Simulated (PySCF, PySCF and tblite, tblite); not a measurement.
# 4-hydroxy-1-fluorobenzene (C6H5FO): conformers and averaged spectra

Which conformers does 4-hydroxy-1-fluorobenzene (C6H5FO) (`Oc1ccc(F)cc1`) populate, and what do their averaged NMR parameters look like?

Computed with tblite 0.8.0 (tight binding) and PySCF 2.14.0 (DFT, with response routines of our own); each step states its level. Atoms count from 0 throughout.

## Step 1: The starting structure

13 atoms, charge 0, multiplicity 1; geometry from: MMFF94s geometry.

Bonds of the start (Å): C1–C2 1.38, C1–C7 1.38, C2–C3 1.41, C2–H9 1.08, C3–C4 1.40, C3–H10 1.08, C4–C6 1.39, C4–F5 1.35, C6–C7 1.40, C6–H11 1.09, C7–H12 1.09, O0–C1 1.38, O0–H8 0.97.

## Step 2: GFN2-xTB relaxation, conformer 1

What the job is given:

```
{"job": {"xc": "GFN2-xTB", "basis": "xTB", "kind": "relax"}, "charge": 0, "multiplicity": 1}
O      2.294700    -0.369900     0.967400
C      1.038200    -0.176700     0.430700
C      0.523000     1.092500     0.268500
C     -0.764400     1.243600    -0.288000
C     -1.488300     0.100400    -0.630600
F     -2.717700     0.240600    -1.163000
C     -0.957200    -1.169000    -0.466400
C      0.324400    -1.310000     0.085500
H      2.678300     0.497200     1.172100
H      1.070100     1.981600     0.547700
H     -1.203500     2.216700    -0.428800
H     -1.543000    -2.045300    -0.747400
H      0.741100    -2.301400     0.234900
```

On the command line:

```bash
$ OMP_NUM_THREADS=1 python ens_run.py task.json out
```

One launch serves the whole session.

Standard output:

```text
step      E/eV     max force
  0    -658.00231    1.668
  1    -658.04389    0.714
  2    -658.05576    0.211
  3    -658.05933    0.162
  4    -658.06147    0.070
  5    -658.06166    0.037
  6    -658.06166    0.037
  7    -658.06174    0.033
  8    -658.06189    0.029
  9    -658.06195    0.023
 10    -658.06199    0.016
 11    -658.06201    0.014
 12    -658.06203    0.010
 13    -658.06204    0.010
 14    -658.06205    0.009
 15    -658.06206    0.011
 16    -658.06206    0.008
 17    -658.06207    0.005
 18    -658.06207    0.003
```

Run time: 0.11 s. Hardware: 1 thread of Arm Neoverse V1, shared host.

The energy fell by 0.060 eV, and the atoms moved 0.02 Å (root mean square).

## Step 3: Shieldings, conformer 1: B97-2/pcSseg-1 in chloroform

What the job is given:

```
{"job": {"xc": "B97-2", "basis": "pcSseg-1", "solvent": "chloroform", "kind": "nmr", "pop": true}, "charge": 0, "multiplicity": 1}
O      2.282713    -0.363907     0.965997
C      1.043739    -0.178530     0.440934
C      0.499983     1.088279     0.258362
C     -0.765545     1.233882    -0.280842
C     -1.475190     0.101934    -0.632588
F     -2.711852     0.239494    -1.161176
C     -0.954002    -1.168201    -0.458648
C      0.309366    -1.305850     0.079971
H      2.685016     0.488220     1.173205
H      1.068903     1.964393     0.538924
H     -1.199206     2.210134    -0.428031
H     -1.535682    -2.030180    -0.743596
H      0.747369    -2.279182     0.229760
```

Standard output:

```text
coarse grid: 11792 points
cycle   1  E = -406.3894333923  dE =  1.475e+00  |g| = 7.126e-01  |ddm| = 3.618e+00
cycle   2  E = -406.3209232720  dE =  6.851e-02  |g| = 9.655e-01  |ddm| = 1.351e+00
cycle   3  E = -406.4768083553  dE = -1.559e-01  |g| = 1.132e-01  |ddm| = 8.420e-01
cycle   4  E = -406.4795487577  dE = -2.740e-03  |g| = 3.388e-02  |ddm| = 1.188e-01
cycle   5  E = -406.4797943737  dE = -2.456e-04  |g| = 1.152e-02  |ddm| = 3.498e-02
cycle   6  E = -406.4798251829  dE = -3.081e-05  |g| = 3.125e-03  |ddm| = 1.229e-02
cycle   7  E = -406.4798274419  dE = -2.259e-06  |g| = 1.041e-03  |ddm| = 3.390e-03
final grid: 116920 points
cycle   8  E = -406.5332394278  dE = -5.297e-05  |g| = 7.984e-03  |ddm| = 4.376e-02
cycle   9  E = -406.5332285548  dE =  1.087e-05  |g| = 1.155e-02  |ddm| = 1.374e-02
cycle  10  E = -406.5332486066  dE = -2.005e-05  |g| = 4.891e-04  |ddm| = 8.675e-03
cycle  11  E = -406.5332486459  dE = -3.937e-08  |g| = 2.569e-04  |ddm| = 5.753e-04
cycle  12  E = -406.5332486606  dE = -1.467e-08  |g| = 7.910e-05  |ddm| = 2.816e-04
cycle  13  E = -406.5332486622  dE = -1.637e-09  |g| = 9.074e-06  |ddm| = 7.748e-05
cycle  14  E = -406.5332486623  dE = -1.387e-11  |g| = 5.702e-06  |ddm| = 1.039e-05
converged SCF energy = -406.5332486623

GIAO shielding tensors (ppm)
atom      isotropic    diamagn.    paramagn.     s11        s22        s33       span
  0 O      217.947     389.390    -171.443    166.960    231.750    255.133     88.173
  1 C       29.233     254.457    -225.224    -56.880     21.917    122.661    179.540
  2 C       69.185     257.338    -188.153    -11.194     59.784    158.965    170.159
  3 C       67.012     255.990    -188.978    -16.440     50.197    167.279    183.718
  4 C       23.539     253.463    -229.924    -53.929     40.424     84.121    138.050
  5 F      307.995     478.057    -170.061    237.059    323.160    363.766    126.707
  6 C       66.393     255.294    -188.901    -17.329     48.611    167.897    185.226
  7 C       68.410     253.308    -184.898    -12.836     50.836    167.229    180.065
  8 H       26.797      31.414      -4.617     18.806     25.278     36.308     17.502
  9 H       24.850      32.034      -7.183     21.089     25.623     27.839      6.750
 10 H       24.511      30.150      -5.639     21.076     25.267     27.190      6.113
 11 H       24.425      29.755      -5.330     21.031     25.174     27.069      6.037
 12 H       24.636      30.404      -5.767     20.978     25.321     27.610      6.632
```

It took 17 s on 1 thread of Arm Neoverse V1, shared host; peak memory 0.87 GiB.

This run: HOMO -6.29 eV, LUMO -0.55 eV; dipole 2.58 D.

## Step 4: Single-point energy, conformer 1: B3LYP/def2-SVP in chloroform

Changed since step 3:

```diff
@@ -1,2 +1,2 @@
-{"job": {"xc": "B97-2", "basis": "pcSseg-1", "solvent": "chloroform", "kind": "nmr", "pop": true}, "charge": 0, "multiplicity": 1}
+{"job": {"xc": "B3LYP", "basis": "def2-SVP", "solvent": "chloroform", "kind": "sp"}, "charge": 0, "multiplicity": 1}
 O      2.282713    -0.363907     0.965997
```

Standard output:

```text
coarse grid: 11792 points
cycle   1  E = -406.2344397744  dE =  1.402e+00  |g| = 7.426e-01  |ddm| = 4.896e+00
cycle   2  E = -406.1415695061  dE =  9.287e-02  |g| = 1.041e+00  |ddm| = 1.755e+00
cycle   3  E = -406.3336496863  dE = -1.921e-01  |g| = 1.273e-01  |ddm| = 1.067e+00
cycle   4  E = -406.3373054731  dE = -3.656e-03  |g| = 3.539e-02  |ddm| = 1.622e-01
cycle   5  E = -406.3375729985  dE = -2.675e-04  |g| = 1.301e-02  |ddm| = 4.477e-02
cycle   6  E = -406.3376139898  dE = -4.099e-05  |g| = 3.098e-03  |ddm| = 1.697e-02
cycle   7  E = -406.3376161632  dE = -2.173e-06  |g| = 1.191e-03  |ddm| = 4.291e-03
final grid: 116920 points
cycle   8  E = -406.4123504314  dE = -3.174e-05  |g| = 6.003e-03  |ddm| = 4.116e-02
cycle   9  E = -406.4123424139  dE =  8.017e-06  |g| = 8.759e-03  |ddm| = 1.503e-02
cycle  10  E = -406.4123588799  dE = -1.647e-05  |g| = 8.092e-04  |ddm| = 9.303e-03
cycle  11  E = -406.4123590144  dE = -1.345e-07  |g| = 1.248e-04  |ddm| = 8.923e-04
cycle  12  E = -406.4123590163  dE = -1.886e-09  |g| = 8.126e-05  |ddm| = 1.848e-04
cycle  13  E = -406.4123590175  dE = -1.248e-09  |g| = 1.213e-05  |ddm| = 8.066e-05
cycle  14  E = -406.4123590175  dE = -2.512e-11  |g| = 4.413e-06  |ddm| = 1.602e-05
converged SCF energy = -406.4123590175
```

Wall time 6.2 s (1 thread of Arm Neoverse V1, shared host); peak memory 0.76 GiB.

Key values: HOMO -6.12 eV, LUMO -0.49 eV; dipole 2.58 D.

## Step 5: Averages: properties at B97-2/pcSseg-1 in chloroform

What the job is given:

```
{"job": {"study": "conf", "smiles": "Oc1ccc(F)cc1", "search": {"seed": 2112, "n_embed": 60, "ff_keep": 14, "window": 3.0, "nmax": 10, "temps": [150, 200, 250, 298.15, 400], "t_ref": 298.15, "order": 0.002}, "level": {"nmr": {"xc": "B97-2", "basis": "pcSseg-1", "solvent": "chloroform"}, "sp": {"xc": "B3LYP", "basis": "def2-SVP", "solvent": "chloroform"}}, "kind": "conf"}, "charge": 0, "multiplicity": 1}
O      2.282713    -0.363907     0.965997
C      1.043739    -0.178530     0.440934
C      0.499983     1.088279     0.258362
C     -0.765545     1.233882    -0.280842
C     -1.475190     0.101934    -0.632588
F     -2.711852     0.239494    -1.161176
C     -0.954002    -1.168201    -0.458648
C      0.309366    -1.305850     0.079971
H      2.685016     0.488220     1.173205
H      1.068903     1.964393     0.538924
H     -1.199206     2.210134    -0.428031
H     -1.535682    -2.030180    -0.743596
H      0.747369    -2.279182     0.229760
```

Standard output:

```text
conformer  sym    E(xTB)   E(DFT)   G(298.15 K)  weight  dipole/D
    1     Cs      0.000    0.000    0.000   1.0000    2.575

mean shielding (ppm) by class
class atoms           150 K      200 K      250 K   298.15 K      400 K
  0 O  0            217.947    217.947    217.947    217.947    217.947
  1 C  1             29.233     29.233     29.233     29.233     29.233
  2 C  2,7           68.797     68.797     68.797     68.797     68.797
  3 C  3,6           66.702     66.702     66.702     66.702     66.702
  4 C  4             23.539     23.539     23.539     23.539     23.539
  5 F  5            307.995    307.995    307.995    307.995    307.995
  6 H  8             26.797     26.797     26.797     26.797     26.797
  7 H  9,12          24.743     24.743     24.743     24.743     24.743
  8 H  10,11         24.468     24.468     24.468     24.468     24.468
```

Wall time 24 s (1 thread of Arm Neoverse V1, shared host). This counts the runs that the step sums up.

The search (ETKDG and KDG, MMFF94s, GFN2-xTB) embedded 60 structures, kept 1 distinct ones after the force field and 1 after xTB; 1 was carried on (window 3.0 kcal/mol at the search's own energies). Energies: B3LYP/def2-SVP in chloroform with D3(BJ).

Conformer by conformer (298 K):

| no. | group | mirror pair | ΔE xTB | ΔE DFT | ΔG | weight (%) | μ (D) | H8–O0–C1–C2 (°) | A, B, C (GHz) |
| --- | --- | --- | --- | --- | --- | --- | --- | --- | --- |
| 1 | Cs | no | 0.00 | 0.00 | 0.00 | 100.0 | 2.58 | 0 | 5.68, 1.47, 1.16 |

Energies in kcal/mol. ΔG holds xTB vibrations and rotation, symmetry numbers and mirror pairs.

Shifts against references run at the same level (13C TMS 186.8, 1H TMS 31.80 ppm of shielding), by class of atoms, at 298 K:

| atoms | environment | average |
| --- | --- | --- |
| C4 | aromatic carbon bearing fluorine | 163.3 |
| C1 | aromatic carbon bearing oxygen | 157.6 |
| C3, C6 | aromatic CH | 120.1 |
| C2, C7 | aromatic CH | 118.0 |
| H10, H11 | hydrogen on an aromatic CH | 7.34 |
| H9, H12 | hydrogen on an aromatic CH | 7.06 |
| H8 | hydrogen on a phenol-type oxygen | 5.01 |
| O0 | phenol-type oxygen | 217.9 (σ) |
| F5 | aryl fluorine | 308.0 (σ) |

Effective distances for nuclear Overhauser effects, ⟨r⁻⁶⟩^(−1/6) over all pairs of two classes (Å): H8···H9 2.53; H9···H10 2.78.

## Step 6: Shieldings, conformer 1: BHandHLYP/pcSseg-1 in chloroform

Changed since step 4:

```diff
@@ -1,2 +1,2 @@
-{"job": {"xc": "B3LYP", "basis": "def2-SVP", "solvent": "chloroform", "kind": "sp"}, "charge": 0, "multiplicity": 1}
+{"job": {"xc": "BHandHLYP", "basis": "pcSseg-1", "solvent": "chloroform", "kind": "nmr", "pop": false}, "charge": 0, "multiplicity": 1}
 O      2.282713    -0.363907     0.965997
```

Standard output:

```text
coarse grid: 11792 points
cycle   1  E = -406.3149219272  dE =  1.789e+00  |g| = 6.673e-01  |ddm| = 3.559e+00
cycle   2  E = -406.3262933149  dE = -1.137e-02  |g| = 6.769e-01  |ddm| = 9.970e-01
cycle   3  E = -406.3991929120  dE = -7.290e-02  |g| = 6.606e-02  |ddm| = 5.315e-01
cycle   4  E = -406.3999573295  dE = -7.644e-04  |g| = 2.854e-02  |ddm| = 6.556e-02
cycle   5  E = -406.4001438608  dE = -1.865e-04  |g| = 6.862e-03  |ddm| = 2.875e-02
cycle   6  E = -406.4001546466  dE = -1.079e-05  |g| = 1.651e-03  |ddm| = 6.561e-03
cycle   7  E = -406.4001553588  dE = -7.122e-07  |g| = 4.678e-04  |ddm| = 1.730e-03
final grid: 116920 points
cycle   8  E = -406.4504132321  dE = -1.700e-05  |g| = 3.344e-03  |ddm| = 1.753e-02
cycle   9  E = -406.4504136024  dE = -3.703e-07  |g| = 3.340e-03  |ddm| = 5.484e-03
cycle  10  E = -406.4504156684  dE = -2.066e-06  |g| = 3.510e-04  |ddm| = 2.701e-03
cycle  11  E = -406.4504156874  dE = -1.894e-08  |g| = 1.072e-04  |ddm| = 3.238e-04
cycle  12  E = -406.4504156898  dE = -2.426e-09  |g| = 2.365e-05  |ddm| = 1.110e-04
cycle  13  E = -406.4504156899  dE = -1.074e-10  |g| = 9.482e-06  |ddm| = 2.667e-05
converged SCF energy = -406.4504156899

GIAO shielding tensors (ppm)
atom      isotropic    diamagn.    paramagn.     s11        s22        s33       span
  0 O      230.427     390.026    -159.599    182.206    238.791    270.284     88.078
  1 C       23.447     254.081    -230.634    -74.886     19.212    126.016    200.902
  2 C       64.874     257.661    -192.787    -21.874     55.445    161.051    182.925
  3 C       61.753     256.409    -194.656    -28.168     44.514    168.913    197.081
  4 C       19.431     253.438    -234.007    -69.667     39.779     88.180    157.847
  5 F      328.837     478.536    -149.698    265.891    346.289    374.332    108.441
  6 C       61.037     255.764    -194.727    -29.154     42.829    169.437    198.591
  7 C       63.383     253.786    -190.403    -24.695     46.214    168.631    193.326
  8 H       26.838      31.301      -4.464     18.272     25.203     37.038     18.766
  9 H       24.802      31.892      -7.090     20.804     25.681     27.921      7.117
 10 H       24.415      29.947      -5.532     20.754     25.248     27.242      6.488
 11 H       24.334      29.554      -5.220     20.711     25.165     27.127      6.416
 12 H       24.562      30.264      -5.702     20.660     25.311     27.714      7.054
```

It took 15 s on 1 thread of Arm Neoverse V1, shared host; peak memory 0.92 GiB.

Key values: HOMO -7.46 eV, LUMO 0.50 eV; dipole 2.61 D.

## Step 7: Averages: properties at BHandHLYP/pcSseg-1 in chloroform

What the job is given:

```
{"job": {"study": "conf", "smiles": "Oc1ccc(F)cc1", "search": {"seed": 2112, "n_embed": 60, "ff_keep": 14, "window": 3.0, "nmax": 10, "temps": [150, 200, 250, 298.15, 400], "t_ref": 298.15, "order": 0.002}, "level": {"nmr": {"xc": "BHandHLYP", "basis": "pcSseg-1", "solvent": "chloroform"}, "change": "BHandHLYP/pcSseg-1; solvent chloroform", "top": 4}, "kind": "conf"}, "charge": 0, "multiplicity": 1}
O      2.282713    -0.363907     0.965997
C      1.043739    -0.178530     0.440934
C      0.499983     1.088279     0.258362
C     -0.765545     1.233882    -0.280842
C     -1.475190     0.101934    -0.632588
F     -2.711852     0.239494    -1.161176
C     -0.954002    -1.168201    -0.458648
C      0.309366    -1.305850     0.079971
H      2.685016     0.488220     1.173205
H      1.068903     1.964393     0.538924
H     -1.199206     2.210134    -0.428031
H     -1.535682    -2.030180    -0.743596
H      0.747369    -2.279182     0.229760
```

Standard output:

```text
conformer  sym    E(xTB)   E(DFT)   G(298.15 K)  weight  dipole/D
    1     Cs      0.000    0.000    0.000   1.0000    2.609

mean shielding (ppm) by class
class atoms           150 K      200 K      250 K   298.15 K      400 K
  0 O  0            230.427    230.427    230.427    230.427    230.427
  1 C  1             23.447     23.447     23.447     23.447     23.447
  2 C  2,7           64.129     64.129     64.129     64.129     64.129
  3 C  3,6           61.395     61.395     61.395     61.395     61.395
  4 C  4             19.431     19.431     19.431     19.431     19.431
  5 F  5            328.837    328.837    328.837    328.837    328.837
  6 H  8             26.838     26.838     26.838     26.838     26.838
  7 H  9,12          24.682     24.682     24.682     24.682     24.682
  8 H  10,11         24.374     24.374     24.374     24.374     24.374
```

It took 15 s on 1 thread of Arm Neoverse V1, shared host. This counts the runs that the step sums up.

Against the first level, at 298 K (shieldings, ppm; largest changes first):

| atoms | B97-2/pcSseg-1 in chloroform | BHandHLYP/pcSseg-1 in chloroform | change |
| --- | --- | --- | --- |
| F5 | 308.0 | 328.8 | +20.8 |
| O0 | 217.9 | 230.4 | +12.5 |
| C1 | 29.2 | 23.4 | -5.8 |
| C3, C6 | 66.7 | 61.4 | -5.3 |
| C2, C7 | 68.8 | 64.1 | -4.7 |
| C4 | 23.5 | 19.4 | -4.1 |
| H10, H11 | 24.47 | 24.37 | -0.09 |
| H9, H12 | 24.74 | 24.68 | -0.06 |
| H8 | 26.80 | 26.84 | +0.04 |

Weights: from B3LYP/def2-SVP in chloroform energies 1: 100 %; from BHandHLYP/pcSseg-1 in chloroform energies 1: 100 % (with a dispersion term where the level has one and the same thermal terms, so they don't follow from the SCF energies alone). Times: 24 s and 15 s.

## Step 8: Summary of results

| quantity | value |
| --- | --- |
| conformers | 1; the first in weight is no. 1 (Cs), 100 % at 298 K |
| root-mean-square dipole | 2.58 D |
| averaged 13C shifts (B97-2/pcSseg-1 in chloroform) | 163.3, 157.6, 120.1, 118.0 ppm |
| averaged 1H shifts (B97-2/pcSseg-1 in chloroform) | 7.34, 7.06, 5.01 ppm |

The search found one conformer in the window, so the averages are its own values. Protons on O, N, S or Se exchange and bind to solvent, so their values hold for the lone molecule only. Going from B97-2/pcSseg-1 in chloroform to BHandHLYP/pcSseg-1 in chloroform moves F5 most, by 20.8 ppm of raw shielding.
